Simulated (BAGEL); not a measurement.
# UHF/def2-SVPD (density fitting with qzvpp-jkfit) run of GeSiH4F (SMILES F[SiH][GeH3])

What is the vertical doublet–quartet gap of GeSiH4F at UHF/def2-SVPD (density fitting with qzvpp-jkfit)? 

Program for the calculation: BAGEL 1.2.2.

2 further runs of the same task are left out: 1 that didn't finish, 1 set aside as unsound or not needed.

### 1 The structure to begin with

GeSiH4F has 7 atoms, charge 0, and is taken as a doublet. SMILES: `F[SiH][GeH3]`. The shape is that of a PBE0-D4/def2-TZVP optimisation.

Bond lengths: F1–Si2 1.610 Å, Si2–Ge3 2.386 Å, Si2–H4 1.494 Å, Ge3–H5 1.538 Å, Ge3–H6 1.535 Å, Ge3–H7 1.540 Å. Angles: F1–Si2–Ge3 110.1°, F1–Si2–H4 106.6°, Ge3–Si2–H4 113.1°, Si2–Ge3–H5 107.6°, Si2–Ge3–H6 109.9°, Si2–Ge3–H7 112.2°, H5–Ge3–H6 109.0°, H5–Ge3–H7 109.1°, H6–Ge3–H7 109.0°.

### 2 The energy at UHF/def2-SVPD (density fitting with qzvpp-jkfit)

File hf.json:

```json
{ "bagel" : [

{
  "title" : "molecule",
  "basis" : "def2-svpd.json",
  "df_basis" : "qzvpp-jkfit",
  "angstrom" : true,
  "geometry" : [
    { "atom" : "F", "xyz" : [   -0.828200,   -1.797600,    1.409500 ] },
    { "atom" : "Si", "xyz" : [   -0.880400,   -1.140500,   -0.059400 ] },
    { "atom" : "Ge", "xyz" : [    0.333800,    0.913400,   -0.081600 ] },
    { "atom" : "H", "xyz" : [   -0.325400,   -2.158700,   -1.001700 ] },
    { "atom" : "H", "xyz" : [    0.289700,    1.465200,   -1.516000 ] },
    { "atom" : "H", "xyz" : [   -0.331000,    1.924700,    0.863100 ] },
    { "atom" : "H", "xyz" : [    1.802700,    0.725500,    0.340400 ] }
  ]
},
{ "title" : "uhf", "nopen" : 1 },
{ "title" : "print", "file" : "orbitals.molden", "orbitals" : true }

]}
```

The basis set def2-SVPD is read from a file made from the Basis Set Exchange's data (not shown).

The run is started by

```bash
$ BAGEL_NUM_THREADS=1 BAGEL hf.json > hf.out
```

Output:

```text
* using 1 threads per process

  ===============================================================
  ===============================================================

  *** Geometry ***

  { "atom" : "F", "xyz" : [     -1.565071,     -3.396972,      2.663569 ] },
  { "atom" : "Si", "xyz" : [     -1.663715,     -2.155233,     -0.112250 ] },
  { "atom" : "Ge", "xyz" : [      0.630791,      1.726076,     -0.154202 ] },
  { "atom" : "H", "xyz" : [     -0.614917,     -4.079352,     -1.892939 ] },
  { "atom" : "H", "xyz" : [      0.547454,      2.768827,     -2.864825 ] },
  { "atom" : "H", "xyz" : [     -0.625499,      3.637156,      1.631023 ] },
  { "atom" : "H", "xyz" : [      3.406609,      1.370996,      0.643263 ] },

  Number of auxiliary basis functions:      543

  Since a DF basis is specified, we compute 2- and 3-index integrals:
    o Being stored without compression. Storage requirement is 0.059 GB

  Number of basis functions:      117
  Number of electrons      :       59

    * METHOD: MOLECULE                             1.42

  *** Open-shell HF ***

  === Nuclear Repulsion ===
   243.4029952314

      * DIIS with orbital gradients will be used.

  === UHF iteration (def2-svpd.json) ===
      0      -2465.39816218          0.03278265           0.97
      1      -2465.53406724          0.02622093           0.87
      2      -2465.60117418          0.01587965           1.01
      3      -2465.65041098          0.00126286           0.80
      4      -2465.65126886          0.00033422           1.25
      5      -2465.65137037          0.00013137           1.05
      6      -2465.65139422          0.00004309           1.07
      7      -2465.65139796          0.00002059           1.18
      8      -2465.65139894          0.00000957           1.24
      9      -2465.65139926          0.00000368           1.04
     10      -2465.65139930          0.00000149           0.94
     11      -2465.65139931          0.00000069           1.53
     12      -2465.65139931          0.00000034           1.44
     13      -2465.65139931          0.00000015           1.65
     14      -2465.65139931          0.00000006           1.20
     15      -2465.65139931          0.00000003           1.27
     16      -2465.65139931          0.00000002           0.96
     17      -2465.65139931          0.00000001           1.04
     18      -2465.65139931          0.00000001           1.07
    * SCF iteration converged.

    * S^2 (UHF) is 0.7565

    * Permanent dipole moment:
           (   -0.045770,    -0.291624,     0.483412) a.u.

    * METHOD: UHF                                 23.48

    * METHOD: PRINT                                0.07

  ===============================================================
```

Wall time 26 s (1 thread of Intel Xeon at 2.50GHz (Skylake/Cascade Lake), shared host).

### 3 The quartet

File hf.json:

```json
{ "bagel": [

{
  "title": "molecule",
  "basis": "def2-svpd.json",
  "df_basis": "qzvpp-jkfit",
  "angstrom": true,
  "geometry": [
    { "atom": "F", "xyz": [      -0.828200,      -1.797600,       1.409500 ] },
    { "atom": "Si", "xyz": [      -0.880400,      -1.140500,      -0.059400 ] },
    { "atom": "Ge", "xyz": [       0.333800,       0.913400,      -0.081600 ] },
    { "atom": "H", "xyz": [      -0.325400,      -2.158700,      -1.001700 ] },
    { "atom": "H", "xyz": [       0.289700,       1.465200,      -1.516000 ] },
    { "atom": "H", "xyz": [      -0.331000,       1.924700,       0.863100 ] },
    { "atom": "H", "xyz": [       1.802700,       0.725500,       0.340400 ] }
  ]
},

{
  "title": "uhf",
  "nopen": 3
},

{
  "title": "print",
  "file": "orbitals.molden",
  "orbitals": true
}

]}
```

The basis set def2-SVPD is read from a file made from the Basis Set Exchange's data (not shown).

The run is started by

```bash
$ BAGEL_NUM_THREADS=1 BAGEL hf.json > hf.out
```

Output:

```text
* using 1 threads per process

  ===============================================================
  ===============================================================

  *** Geometry ***

  { "atom" : "F", "xyz" : [     -1.565071,     -3.396972,      2.663569 ] },
  { "atom" : "Si", "xyz" : [     -1.663715,     -2.155233,     -0.112250 ] },
  { "atom" : "Ge", "xyz" : [      0.630791,      1.726076,     -0.154202 ] },
  { "atom" : "H", "xyz" : [     -0.614917,     -4.079352,     -1.892939 ] },
  { "atom" : "H", "xyz" : [      0.547454,      2.768827,     -2.864825 ] },
  { "atom" : "H", "xyz" : [     -0.625499,      3.637156,      1.631023 ] },
  { "atom" : "H", "xyz" : [      3.406609,      1.370996,      0.643263 ] },

  Number of auxiliary basis functions:      543

  Since a DF basis is specified, we compute 2- and 3-index integrals:
    o Being stored without compression. Storage requirement is 0.059 GB

  Number of basis functions:      117
  Number of electrons      :       59

    * METHOD: MOLECULE                             1.69

  *** Open-shell HF ***

  === Nuclear Repulsion ===
   243.4029952314

      * DIIS with orbital gradients will be used.

  === UHF iteration (def2-svpd.json) ===
      0      -2465.11603113          0.03331716           1.46
      1      -2465.23065187          0.03218433           0.97
      2      -2465.32649775          0.02090383           1.38
      3      -2465.41980409          0.00214734           1.38
      4      -2465.42416987          0.00120920           0.96
      5      -2465.42624988          0.00066494           0.95
      6      -2465.42722789          0.00034588           1.01
      7      -2465.42755431          0.00020161           1.30
      8      -2465.42767864          0.00012678           1.34
      9      -2465.42773037          0.00007684           1.07
[... 21 lines of this table left out ...]
     31      -2465.42776885          0.00000003           1.09
     32      -2465.42776885          0.00000002           1.44
     33      -2465.42776885          0.00000001           1.38
     34      -2465.42776885          0.00000001           1.06
    * SCF iteration converged.

    * S^2 (UHF) is 3.7608

    * Permanent dipole moment:
           (   -0.502851,    -0.746048,     0.458345) a.u.

    * METHOD: UHF                                 45.01

    * METHOD: PRINT                                0.03

  ===============================================================
```

It took 48 s on 1 thread of Intel Xeon at 2.50GHz (Skylake/Cascade Lake), shared host.

### 4 Results

Level: UHF/def2-SVPD (density fitting with qzvpp-jkfit).

| quantity | value |
| --- | --- |
| doublet: total energy | -2465.65140 Eh |
| doublet: dipole moment | 1.44 D |
| doublet: ⟨S²⟩ | 0.756 |
| quartet: total energy | -2465.42777 Eh |
| quartet: dipole moment | 2.57 D |
| quartet: ⟨S²⟩ | 3.761 |
| vertical energy of the quartet above the doublet | 6.085 eV |

**Reading.** At this shape the quartet lies 6.09 eV (140 kcal/mol) above the doublet.
